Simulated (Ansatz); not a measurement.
Runs of Ansatz 0.2.0 on CsLiCr2Te2S3. Symmetry: P3m1, No. 156, trigonal system. The conventional cell has a = 3.604 Å, b = 3.604 Å, c = 19.067 Å, α = 90.00°, β = 90.00°, γ = 120.00°. Cs (site symmetry 3m) has 3 S at 3.38 Å and 6 Cs at 3.60 Å and 3 Te at 3.77 Å as nearest neighbours. Li (site symmetry 3m) has 6 S at 2.63 to 2.66 Å as nearest neighbours. Around Cr (site symmetry 3m) lie 3 S at 2.40 Å and 3 Te at 2.74 Å. Cr (site symmetry 3m) has 6 S at 2.43 to 2.45 Å as nearest neighbours. Around Te (site symmetry 3m) lie 6 Te at 3.60 Å and 3 Cs at 3.77 Å. Around Te (site symmetry 3m) lie 3 Cr at 2.74 Å. S (site symmetry 3m) is surrounded by 3 Cr at 2.45 Å and 3 Li at 2.63 Å. Around S (site symmetry 3m) lie 3 Cr at 2.40 Å and 3 Li at 2.66 Å. The cell was built by a generator and needn't be a form met in nature.

```tsv
task	level	spin	cell	k mesh	cutoff (eV)	points for each segment of the path	gap on the mesh (eV)	pressure (GPa)	moment (μB)	relaxed volume (Å³/atom)	largest force (eV/Å)
relaxation of cell and atoms	r2SCAN+D4	collinear, ferromagnetic start	relaxed	6 × 6 × 1	500	-	none	0.0	5.99	22.72	-
band structure	LDA	collinear, ferromagnetic start	as given	9 × 9 × 2	420	10	none	-4.9	5.63	-	(d)
relaxation of cell and atoms	r2SCAN	collinear, ferromagnetic start	relaxed	6 × 6 × 1	500	-	none	0.0	5.96	23.29	-
relaxation of cell and atoms	LDA	collinear, ferromagnetic start	relaxed	6 × 6 × 1	420	-	none	0.0	(b)	20.86	-
band structure	r2SCAN	collinear, ferromagnetic start	as given	9 × 9 × 2	500	10	none	(a)	5.63	-	0.23
band structure	PBE	non-collinear, ferromagnetic start, SOC	as given	6 × 6 × 1	420	10	none	(c)	5.69	-	0.05
```

Alike in all rows: potentials or basis Ansatz PAW; smearing fermi-dirac 0.05 eV.

Problem. Fill in the values left out.

Solution. (a) 0.2; (b) 5.46; (c) 0.1; (d) 0.57.

Caveats: the PAW data sets come from PBE, with cores solved anew for the run's functional, which leaves a small shift of forces and pressure (some runs); the magnetic or orbital state may not be the lowest (some runs); the plane-wave basis is chosen anew once the cell has moved, so the energies of steps on either side of that aren't comparable (some runs); spin-orbit coupling is left out, which moves the levels of the heavy elements (some runs); pairwise dispersion overbinds metals, which lowers pressure and volume (some runs); the thresholds are loose for stress (some runs).

A k mesh can miss the band edges, and rows without SOC leave out spin-orbit coupling on Cs, Te.

A gap of «none» marks a metal or a gap under the smearing width.
